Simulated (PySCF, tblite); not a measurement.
**C5H6BS2 radical: geometry, infrared bands and EPR parameters**

What infrared bands and EPR parameters should C5H6BS2 radical (`[CH2]BSc1cccs1`) show?

The runs use tblite 0.8.0 and PySCF 2.14.0, with density-fitted response routines of our own; the level of theory stands in each step. All values are computed, except where a source is named. Atoms count from 0, in the outputs and in this text.

## 1. The starting structure

14 atoms, charge 0, multiplicity 2; geometry from: force field or distance geometry start.

Bonds of the start (Å): C0–B1 1.58, B1–S2 1.89, S2–C3 1.81, C3–C4 1.37, C4–C5 1.40, C5–C6 1.39, C6–S7 1.69, S7–C3 1.68, C0–H8 1.11, C0–H9 1.11, B1–H10 1.18, C4–H11 1.09, C5–H12 1.07, C6–H13 1.08.

## 2. Optimising the geometry with GFN2-xTB

What the job is given:

```
{"job": {"kind": "relax", "xc": "GFN2-xTB", "basis": "xTB"}, "charge": 0, "multiplicity": 2}
C      2.730200     0.978100     0.163400
B      1.972800     0.370200     1.412200
S      1.265100    -1.376900     1.342100
C     -0.326600    -0.778900     0.736000
C     -0.686500    -0.635900    -0.578200
C     -2.000600    -0.169100    -0.748400
C     -2.663200     0.042600     0.451300
S     -1.618600    -0.351700     1.722800
H      3.595400     0.341100    -0.100600
H      2.017200     1.029800    -0.690400
H      1.868700     0.998500     2.410500
H     -0.027000    -0.853800    -1.411800
H     -2.451300     0.012500    -1.702600
H     -3.676400     0.393000     0.554800
```

Run with:

```console
$ OMP_NUM_THREADS=1 python probes_run.py task.json out
```

One launch serves the whole session: the jobs run in the order shown.

The log of the run:

```text
step      E/eV     max force
  0    -581.02218    3.031
  1    -581.29777    2.084
  2    -581.44193    0.917
  3    -581.48283    0.532
  4    -581.52415    0.540
  5    -581.54177    0.292
  6    -581.54740    0.191
  7    -581.55043    0.167
  8    -581.55256    0.197
  9    -581.55537    0.230
 10    -581.55852    0.196
 11    -581.56122    0.156
 12    -581.56325    0.122
 13    -581.56514    0.127
 14    -581.56734    0.129
 15    -581.56956    0.118
 16    -581.57136    0.136
 17    -581.57322    0.143
 18    -581.57646    0.209
 19    -581.58247    0.381
 20    -581.59157    0.557
 21    -581.60742    0.592
 22    -581.63775    0.606
 23    -581.68023    0.673
 24    -581.68330    1.994
 25    -581.80560    0.856
 26    -581.89635    0.932
 27    -581.96981    1.241
 28    -582.02185    1.384
 29    -582.07861    0.717
 30    -582.11585    0.494
 31    -582.12854    0.586
 32    -582.14280    0.345
 33    -582.15330    0.241
 34    -582.17604    0.338
 35    -582.18608    0.285
 36    -582.19797    0.371
 37    -582.20504    0.321
 38    -582.21147    0.248
 39    -582.21617    0.181
 40    -582.21947    0.159
 41    -582.22185    0.162
 42    -582.22468    0.149
 43    -582.22863    0.203
 44    -582.23285    0.190
 45    -582.23623    0.119
 46    -582.23852    0.159
 47    -582.24269    0.232
 48    -582.24878    0.250
 49    -582.25677    0.291
 50    -582.26381    0.221
 51    -582.26997    0.224
 52    -582.27544    0.226
 53    -582.28245    0.240
 54    -582.29103    0.299
 55    -582.29858    0.252
 56    -582.30818    0.280
 57    -582.32815    0.414
 58    -582.35638    0.426
 59    -582.37806    0.319
 60    -582.38805    0.268
 61    -582.39491    0.235
 62    -582.39753    0.390
 63    -582.40758    0.274
 64    -582.41527    0.261
 65    -582.42985    0.257
 66    -582.44187    0.322
 67    -582.45856    0.343
 68    -582.47929    0.310
 69    -582.49506    0.450
 70    -582.50611    0.314
 71    -582.51874    0.368
 72    -582.53862    0.646
 73    -582.53256    0.687
 74    -582.55525    0.499
 75    -582.56131    0.153
 76    -582.56559    0.248
 77    -582.57149    0.256
 78    -582.57530    0.320
 79    -582.57912    0.240
 80    -582.58171    0.187
 81    -582.58450    0.180
 82    -582.59155    0.159
 83    -582.59497    0.267
 84    -582.59869    0.256
 85    -582.60179    0.148
 86    -582.60402    0.141
 87    -582.60645    0.133
 88    -582.60807    0.144
 89    -582.61085    0.144
 90    -582.61397    0.132
 91    -582.61835    0.170
 92    -582.62406    0.329
 93    -582.62952    0.194
 94    -582.63627    0.132
 95    -582.63868    0.127
 96    -582.64062    0.122
 97    -582.64245    0.118
 98    -582.64548    0.107
 99    -582.64784    0.105
100    -582.64953    0.100
101    -582.65022    0.081
102    -582.65055    0.072
103    -582.65097    0.056
104    -582.65152    0.059
105    -582.65227    0.077
106    -582.65269    0.070
107    -582.65337    0.063
108    -582.65427    0.074
109    -582.65562    0.097
110    -582.65705    0.097
111    -582.65826    0.074
112    -582.65920    0.094
113    -582.66017    0.082
114    -582.66060    0.184
115    -582.66255    0.128
116    -582.66390    0.097
117    -582.66641    0.077
118    -582.66718    0.074
119    -582.66828    0.075
120    -582.66894    0.071
121    -582.66965    0.075
122    -582.67079    0.069
123    -582.67198    0.082
124    -582.67268    0.076
125    -582.67322    0.072
126    -582.67362    0.083
127    -582.67408    0.043
128    -582.67460    0.050
129    -582.67506    0.058
130    -582.67547    0.068
131    -582.67593    0.056
132    -582.67647    0.050
133    -582.67678    0.037
134    -582.67703    0.041
135    -582.67720    0.030
136    -582.67733    0.033
137    -582.67746    0.036
138    -582.67759    0.029
139    -582.67775    0.030
140    -582.67789    0.033
141    -582.67803    0.028
142    -582.67814    0.027
143    -582.67822    0.021
144    -582.67828    0.028
145    -582.67833    0.030
146    -582.67839    0.029
147    -582.67846    0.031
148    -582.67857    0.036
149    -582.67872    0.040
150    -582.67890    0.035
151    -582.67908    0.030
152    -582.67925    0.026
153    -582.67940    0.029
154    -582.67953    0.039
155    -582.67960    0.036
156    -582.67972    0.036
157    -582.67981    0.032
158    -582.67999    0.032
159    -582.68011    0.036
160    -582.68033    0.041
161    -582.68052    0.038
162    -582.68062    0.017
163    -582.68064    0.008
```

It took 5.1 s on 1 thread of Intel Xeon at 2.50GHz, shared host.

Along the way: (not every step is listed)

| step | energy from step 0 (eV) | largest force (eV/Å) |
| --- | --- | --- |
| 0 | 0.0000 | 3.0308 |
| 1 | -0.2756 | 2.0837 |
| 2 | -0.4197 | 0.9169 |
| 3 | -0.4606 | 0.5325 |
| 4 | -0.5020 | 0.5396 |
| 5 | -0.5196 | 0.2924 |
| 6 | -0.5252 | 0.1905 |
| 7 | -0.5282 | 0.1673 |
| 8 | -0.5304 | 0.1971 |
| 23 | -0.6581 | 0.6734 |
| 38 | -1.1893 | 0.2481 |
| 53 | -1.2603 | 0.2403 |
| 68 | -1.4571 | 0.3101 |
| 83 | -1.5728 | 0.2668 |
| 98 | -1.6233 | 0.1070 |
| 113 | -1.6380 | 0.0820 |
| 128 | -1.6524 | 0.0499 |
| 143 | -1.6560 | 0.0212 |
| 158 | -1.6578 | 0.0320 |
| 159 | -1.6579 | 0.0358 |
| 160 | -1.6581 | 0.0414 |
| 161 | -1.6583 | 0.0383 |
| 162 | -1.6584 | 0.0169 |
| 163 | -1.6585 | 0.0082 |

Close pairs (by a distance rule), those that changed most:

| bond | before (Å) | after (Å) | change (Å) |
| --- | --- | --- | --- |
| C0–B1 | 1.582 | 1.474 | -0.108 |
| B1–S2 | 1.886 | 1.820 | -0.066 |
| S2–C3 | 1.805 | 1.744 | -0.061 |
| C3–S7 | 1.681 | 1.741 | +0.060 |
| C0–H9 | 1.114 | 1.079 | -0.035 |
| C0–H8 | 1.106 | 1.079 | -0.027 |
| C5–C6 | 1.387 | 1.360 | -0.027 |
| C6–S7 | 1.692 | 1.718 | +0.025 |

The final coordinates are the input of the step that follows.

## 3. Infrared spectrum with GFN2-xTB

What the job is given:

```
{"job": {"kind": "ir", "xc": "GFN2-xTB", "basis": "xTB"}, "charge": 0, "multiplicity": 2}
C      3.502109     0.603456     0.578384
B      2.049896     0.577291     0.326422
S      1.088810    -0.567303     1.364657
C     -0.552270    -0.473567     0.780597
C     -1.026877    -0.173890    -0.467048
C     -2.430194    -0.250478    -0.547074
C     -3.008848    -0.611822     0.629278
S     -1.850379    -0.873095     1.870141
H      3.995248    -0.039107     1.291540
H      4.182085     1.270264     0.071905
H      1.477370     1.247871    -0.439817
H     -0.393341     0.079409    -1.296656
H     -2.983761    -0.047192    -1.445959
H     -4.050526    -0.742310     0.844919
```

The log of the run:

```text
mode    cm-1     km/mol
  1      38.3      0.20
  2      78.4      0.29
  3     132.1      0.03
  4     206.7      0.04
  5     244.6      0.38
  6     272.8      0.96
  7     367.4      1.82
  8     422.1      1.66
  9     447.6      2.67
 10     524.6      0.78
 11     642.9      0.79
 12     652.9      0.12
 13     698.4     21.79
 14     719.9     11.34
 15     735.1     17.24
 16     787.2     45.15
 17     804.7      8.10
 18     843.4      3.49
 19     846.0     24.28
 20     848.7     12.75
 21     938.6      4.05
 22    1027.8     38.09
 23    1076.0      1.95
 24    1096.5      5.72
 25    1181.1      1.98
 26    1219.9     41.79
 27    1336.6     12.14
 28    1405.8     68.99
 29    1450.4      4.69
 30    1514.8      1.71
 31    2654.7     94.32
 32    3088.2     30.84
 33    3109.7     46.10
 34    3131.2     13.99
 35    3147.0      5.02
 36    3165.7      3.00
```

Wall time 1.8 s (1 thread of Intel Xeon at 2.50GHz, shared host).

The strongest bands and the atoms that carry them (share of the mass-weighted mode):

| cm⁻¹ | km/mol | atoms |
| --- | --- | --- |
| 787 | 45.1 | H9 36 %, H8 32 %, C0 26 % |
| 846 | 24.3 | C6 46 %, S7 14 %, H12 11 % |
| 1028 | 38.1 | H10 60 %, B1 12 % |
| 1220 | 41.8 | B1 54 %, C0 26 % |
| 1406 | 69.0 | C4 37 %, C5 26 %, C3 22 %, C6 11 % |
| 2655 | 94.3 | H10 92 % |
| 3088 | 30.8 | H8 58 %, H9 37 % |
| 3110 | 46.1 | H9 56 %, H8 35 % |

## 4. g tensor and hyperfine couplings: B3LYP/pcH-1

Same as in step 3 but for these lines:

```diff
@@ -1,2 +1,2 @@
-{"job": {"kind": "ir", "xc": "GFN2-xTB", "basis": "xTB"}, "charge": 0, "multiplicity": 2}
+{"job": {"kind": "epr", "basis": "pcH-1"}, "charge": 0, "multiplicity": 2}
 C      3.502109     0.603456     0.578384
```

With the program's defaults for keys left out, this is: UKS B3LYP, pcH-1 on B C H S, non-relativistic, mean-field spin-orbit, GIAO.

The log of the run:

```text
UKS, coarse grid
  cycle   1  E = -1015.26340474  |g| = 3.96e-01
  cycle   2  E = -1015.07294949  |g| = 6.64e-01
  cycle   3  E = -1015.35171907  |g| = 9.71e-02
  cycle   4  E = -1015.35549101  |g| = 7.76e-02
  cycle   5  E = -1015.35856481  |g| = 2.81e-02
  cycle   6  E = -1015.35907748  |g| = 1.07e-02
  cycle   7  E = -1015.35919138  |g| = 5.88e-03
  cycle   8  E = -1015.35922326  |g| = 2.14e-03
  cycle   9  E = -1015.35922627  |g| = 5.54e-04
UKS, final grid
  cycle   1  E = -1015.35923367  |g| = 8.03e-04
  cycle   2  E = -1015.35923291  |g| = 1.39e-03
  cycle   3  E = -1015.35923404  |g| = 2.13e-04
  cycle   4  E = -1015.35923407  |g| = 6.52e-05
  cycle   5  E = -1015.35923408  |g| = 5.18e-05
  cycle   6  E = -1015.35923408  |g| = 1.92e-05
E = -1015.35923408 Eh   <S^2> = 0.7593 (exact 0.7500)
g shifts (ppm)      1          2          3
  rmc          -156       -156       -156
  gc              2         36         36
  oz_so          49       2633       7365
  total        -106       2513       7245
hyperfine (MHz)  atom isotope    a_iso     a_fc   dipolar eigenvalues
    0   13C      52.16      52.27    -59.27    -58.69    117.97
    1   11B     -22.74     -22.88     -6.10      1.23      4.86
    2   33S      11.12      11.22    -22.25    -20.39     42.64
    3   13C      -8.99      -9.03     -3.72      1.40      2.32
    4   13C       5.22       5.26     -4.47     -3.95      8.42
    5   13C      -3.77      -3.76     -1.91      0.79      1.12
    6   13C       4.60       4.59     -4.56     -4.19      8.75
    7   33S       0.97       0.99     -1.26     -0.89      2.15
    8    1H     -44.88     -44.89    -27.63     -1.91     29.54
    9    1H     -45.69     -45.71    -28.50     -1.45     29.95
   10    1H      -1.86      -1.89     -4.38     -3.49      7.87
   11    1H      -3.71      -3.71     -1.06     -0.32      1.37
   12    1H       1.00       1.00     -0.68      0.19      0.49
   13    1H      -3.53      -3.53     -2.31     -0.34      2.65
```

Wall time 3.3 min (1 thread of Intel Xeon at 2.50GHz, shared host); peak memory 0.96 GiB.

Principal g values 2.00221, 2.00483, 2.00956; g(iso) = 2.00554, against 2.00232 for a free electron.

Mean a(iso) over the nuclei that a row names, and the largest dipolar term of the row (other rows stand at the frozen geometry):

| nuclei | isotope | a(iso) (MHz) | a(iso) (G, at g = 2.0023) | largest dipolar term (MHz) |
| --- | --- | --- | --- | --- |
| C0 | 13C | 52.2 | 18.6 | 118.0 |
| H8, H9 | 1H | -45.3 | -16.2 | 29.9 |
| B1 | 11B | -22.7 | -8.1 | -6.1 |
| S2 | 33S | 11.1 | 4.0 | 42.6 |
| C3 | 13C | -9.0 | -3.2 | -3.7 |
| C4 | 13C | 5.2 | 1.9 | 8.4 |
| C6 | 13C | 4.6 | 1.6 | 8.8 |
| C5 | 13C | -3.8 | -1.3 | -1.9 |
| H11 | 1H | -3.7 | -1.3 | 1.4 |
| H13 | 1H | -3.5 | -1.3 | 2.6 |
| H10 | 1H | -1.9 | -0.7 | 7.9 |
| H12 | 1H | 1.0 | 0.4 | -0.7 |
| S7 | 33S | 1.0 | 0.3 | 2.1 |

Mulliken spin populations:

C0 0.80; B1 0.01; S2 0.20; C3 -0.03; C4 0.06; C5 -0.02; C6 0.05; S7 0.01; H8 -0.03; H9 -0.03; H10 0.00; H11 0.00; H12 0.00; H13 0.00

In first order the couplings over 0.8 MHz of 1H, 11B give 192 distinct lines over 60.3 G, if the averaged nuclei exchange fast.

Orbitals, density, ELF and potential are computed afterwards from the orbital file.

ELF in a plane through or near 10 of the atoms.

Ten even steps from ' ' (0.00) to '@' (1.00):
```
                                                        
                                                        
                                ::==--..                
                    ..--::    ..**%%##==..              
                  ::**%%##::  --%%@@@@**::              
          ::::    --%%@@@@==  --**::==**..              
        --%%##..  --%%%%##++..==--++::++....==::        
      ..**@@@@==  ::##::..**++####----##==%%@@@@--      
        ++@@@@**----##::::%%**==%%==##====@@@@@@**      
        ::##**++%%==%%%%++##==::++..====::@@@@@@++      
      --##%%----@@**::++::..**@@**--++@@**==++--        
      ##@@@@@@**%%..::##..  ====::%%::==++              
      %%@@@@@@----##@@@@--..****==%%::++##::            
      **@@@@##  ..%%@@@@::--@@%%++==**@@@@%%..          
        ==++..    ##@@@@  --@@%%--  ++@@@@@@==          
                  ==%%==  ..##**..  --@@@@@@::          
                                      ==++..            
                                                        
                                                        
                                                        
```
The map spans 13.8 Å across and 8.8 Å up, centred on the molecule. Atoms in the plane (x, y in Å): C0 (-3.6, 0.1), B1 (-2.1, -0.1), C3 (0.6, 0.7), C4 (1.1, -0.6), C5 (2.5, -0.7), C6 (3.0, 0.6), S7 (1.9, 1.8), H9 (-4.3, -0.6), H12 (3.0, -1.6), H13 (4.1, 0.8).

log10 of the density (e/Å³) in the same plane.

Ten even steps from ' ' (-4.0) to '@' (2.1):
```
                                                        
                              ..::::::....              
                  ....::::....::------::::              
                ..::::----::::--======----..            
        ........::--========--==++****++==::..          
      ..::::--::--==++++++++==++**##**++==--::....      
      ::--====----==++****++++++**@@%%**++====--::      
    ..::==++++++==++**####********####**++++++==::..    
    ..--==++**++++++**************************==--..    
    ::--==********************##**++**%%%%****==--..    
  ..::--++**####**@@##++++++**********##**++==--::      
  ..::==++************++====++**##**####**==--::..      
    ::--++****++++****++====++******##****==--::..      
    ..--==========++++++====++**++++******==--..        
      ::----------==========++++++==++****==--..        
      ....::::::::----------====----======--::..        
                ....::::..::::::::::::----::..          
                    ....    ................            
                                                        
                                                        
```
The map spans 13.8 Å across and 8.8 Å up, centred on the molecule. Atoms in the plane (x, y in Å): C0 (-3.6, 0.1), B1 (-2.1, -0.1), C3 (0.6, 0.7), C4 (1.1, -0.6), C5 (2.5, -0.7), C6 (3.0, 0.6), S7 (1.9, 1.8), H9 (-4.3, -0.6), H12 (3.0, -1.6), H13 (4.1, 0.8).

On the surface of density 0.002 e/bohr³ the electrostatic potential runs, from the 1st to the 99th percentile, from -0.48 V near C4 to 1.17 V near H13.

The spin density lies nearest to C0 48 %; S2 17 %; H9 11 %; B1 8 %.

## 5. Results

| quantity | value |
| --- | --- |
| strongest single infrared mode (GFN2-xTB) | 2655 cm⁻¹, 94 km/mol |
| zero-point energy (GFN2-xTB) | 58.4 kcal/mol |
| g(iso) (B3LYP) | 2.00554 |
| ⟨S²⟩ | 0.759 (exact 0.75) |
| largest a(iso) (averaged by class) | 13C on C0, 52.2 MHz |
| surface potential, 1st and 99th percentile | -0.48 V and 1.17 V |

**Reading.** Over 163 steps the energy fell by 1.658 eV; of the close pairs, C0–B1 changed most, 1.582 to 1.474 Å. All 36 modes are real, so the xTB geometry is a minimum. The strongest single mode, at 2655 cm⁻¹, moves mainly H10. Unscaled tight-binding wavenumbers are off by several per cent, some by more. Its intensities can rank the bands wrongly. Most of the unpaired spin sits on C0 (0.80 e). The isotropic g lies 3.2 ppt above the free-electron value.
